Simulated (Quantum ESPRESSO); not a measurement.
CoSi2, 3 atoms in the cell. The structure is tetragonal, space group I4/mmm (No. 139). The conventional cell has a = 3.823 Å, b = 3.823 Å, c = 5.354 Å, α = 90.00°, β = 90.00°, γ = 90.00°. Co (site symmetry 4/mmm) has 8 Si at 2.33 Å as nearest neighbours. Si (site symmetry -4m2) has 4 Co at 2.33 Å and 2 Si at 2.68 Å as nearest neighbours. The cell was built by a generator and needn't be a form met in nature.

| Quantity | Value |
| --- | --- |
| Program | Quantum ESPRESSO 7.5 |
| Task | single point |
| Functional | PBEsol |
| Potentials or basis | GBRV 1.5 PBEsol |
| Cutoff | 762 eV |
| Density cutoff | 6095 eV |
| k mesh | 16 × 16 × 16 |
| Occupations | methfessel-paxton, width 0.1 eV |
| Spin | no spin polarisation |
| Mixing beta | 0.5 |
| Most SCF iterations | 120 |
| SCF threshold | 6e-10 Ry |

Potentials or basis: GBRV 1.5 PBEsol.

Launch:

```sh
$ OMP_NUM_THREADS=1 pw.x -in pw.in > pw.out
```

Hardware: 1 thread of AMD EPYC 7571 (shared host).

How long does it take, and how much memory?

It took 12 min on 1 thread of AMD EPYC 7571, with other jobs on the host, peak memory 0.37 GiB. Counts: scf iterations 19, k pools 1, bands 19, k points 349, g dense 42239.
